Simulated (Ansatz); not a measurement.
# C2HGa (triplet): the correlation ladder, cc-pVDZ

Aim: climb from Hartree-Fock through coupled cluster for C2HGa (triplet) at one geometry and basis, and see what each rung misses.

Method: cc-pVDZ, core rule «outside noble gas», up to 16 orbitals frozen; program: Ansatz 0.2.0, Gaussian basis.

To be run: UHF; CCSD(T) on ROHF; CCSD(T) on UHF; BCCD(T) on ROHF; CISD; CCSDT(Q) on ROHF; CCSDT(Q) on UHF.

3 further runs of the same task are left out: 3 set aside as unsound or not needed.

## 1. The system

The geometry is a PBE0/def2-TZVP stationary point (not a proven minimum) of the parent state, kept for this charge and spin. No spin-orbit coupling is included. The filled d shell of Ga may be among the frozen orbitals whatever the setting's name suggests; the logs give the count.

4 atoms, charge 0, spin multiplicity 3.

Atoms are counted from 1 here; the program's logs count them from 0.

Bond lengths: C1–C2 1.216 Å, C1–H4 1.067 Å, C2–Ga3 2.016 Å. Angles: C2–C1–H4 180.0°, C1–C2–Ga3 180.0°.

## 2. UHF

in.yaml reads:

```yaml
crystal:
  periodic: [false, false, false]
  atoms:
    - {symbol: C, position_ang: [0.000000, 0.000000, 0.845025]}
    - {symbol: C, position_ang: [0.000000, 0.000000, -0.370675]}
    - {symbol: Ga, position_ang: [0.000000, 0.000000, -2.386775]}
    - {symbol: H, position_ang: [0.000000, 0.000000, 1.912425]}
basis:
  gaussian: {orbitals: cc-pVDZ}
magnetization: {spin_polarized: true, initial_magnetization: 2}
hamiltonian: {xc: hf}
output: {orbitals: {seedname: orbitals}}
```

The run is started by

```bash
$ ansatz run in.yaml --threads 1 --pin off --events-out ev --progress --plain --max-ram 3968MiB --backend cpu
```

Further steps of the session: CCSD(T) on ROHF; CCSD(T) on UHF; BCCD(T) on ROHF; CISD; CCSDT(Q) on ROHF; CCSDT(Q) on UHF.

**Question.** What will the summary of the whole plan be? Wanted: UCCSDT(Q) from the RHF energy; RMP2 from UCCSDT(Q); UMP2 from UCCSDT(Q); RCCSD from UCCSDT(Q); RCCSD(T) from UCCSDT(Q); UCCSD(T) from UCCSDT(Q); RCCSDT(Q) from UCCSDT(Q); T1 diagnostic.

As calculated:

| quantity | value |
| --- | --- |
| UCCSDT(Q) from the ROHF energy | -8.4002 eV |
| RMP2 from UCCSDT(Q) | +21.69 kcal/mol |
| UMP2 from UCCSDT(Q) | +21.44 kcal/mol |
| RCCSD from UCCSDT(Q) | +10.51 kcal/mol |
| RCCSD(T) from UCCSDT(Q) | +1.65 kcal/mol |
| UCCSD(T) from UCCSDT(Q) | +1.30 kcal/mol |
| RCCSDT(Q) from UCCSDT(Q) | +0.37 kcal/mol |
| levels within 1 kcal/mol (43 meV) | UCCSDT, RCCSDT(Q) |
| T1 diagnostic | 0.024 |

What this shows: RCCSD(T) lands +1.65 kcal/mol from the yardstick (0.9 % of the correlation energy). These misses are within one basis, not against nature; the frozen cores of restricted and unrestricted runs differ, which can shift their rows.
